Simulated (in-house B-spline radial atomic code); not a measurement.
# Ni: ionisation energy by several methods

One table from this session's results is given with a row withheld; the runs are named, their logs left out.

Method: Dirac-Coulomb, several functionals, exact exchange averaged over the configuration; spherical all-electron atom at the radial basis limit. Code: in-house B-spline radial atomic code version 1.

## The system

| Item | Value |
| --- | --- |
| element | nickel (Z = 28) |
| charge | 0 |
| electrons | 28 |
| configuration | [Ar] 3d8 4s2 |
| nucleus | Fermi, rms radius 3.776 fm |

Outer shells as boxes (Hund's rule):

[Ar] 3d8 4s2
```
[Ar] core
3d [↑↓][↑↓][↑↓][↑ ][↑ ]
4s [↑↓]
```

The boxes only draw the filling; these runs are spin-restricted and spherical.

The first run:

Input settings:

```ini
Z = 28
electrons = 28.0
configuration = [Ar] 3d8 4s2
hamiltonian = dirac
method = lc_wpbe
spin_polarised = False
nucleus = fermi
rms_radius = 3.7757
mass_number = 58
atomic_mass = 57.93534165
speed_of_light = 137.035999084
exact_exchange = averaged over the configuration
```

The run is started by

```sh
$ python run_scf.py task.json out
```

The settings of every run stand in task.json; they run in order.

Steps of the session up to this table: LC-ωPBE, a range-separated hybrid; B3LYP, a global hybrid; CAM-B3LYP, a range-separated hybrid; ωB97X, a range-separated hybrid.

One of the session's tables, all rows but one given; the rest of the session is left out.

```
   method  ΔSCF (eV)  with Breit, QED, recoil (eV)
    B3LYP      6.693                         6.669
  LC-ωPBE      5.741                         5.717
CAM-B3LYP          ?                             ?
    ωB97X      6.363                         6.340
```

**Question.** Estimate the row for CAM-B3LYP.

As computed: ΔSCF (eV): 6.561; with Breit, QED, recoil (eV): 6.537. In the column «ΔSCF (eV)» it lies between ωB97X (6.363) and B3LYP (6.693).
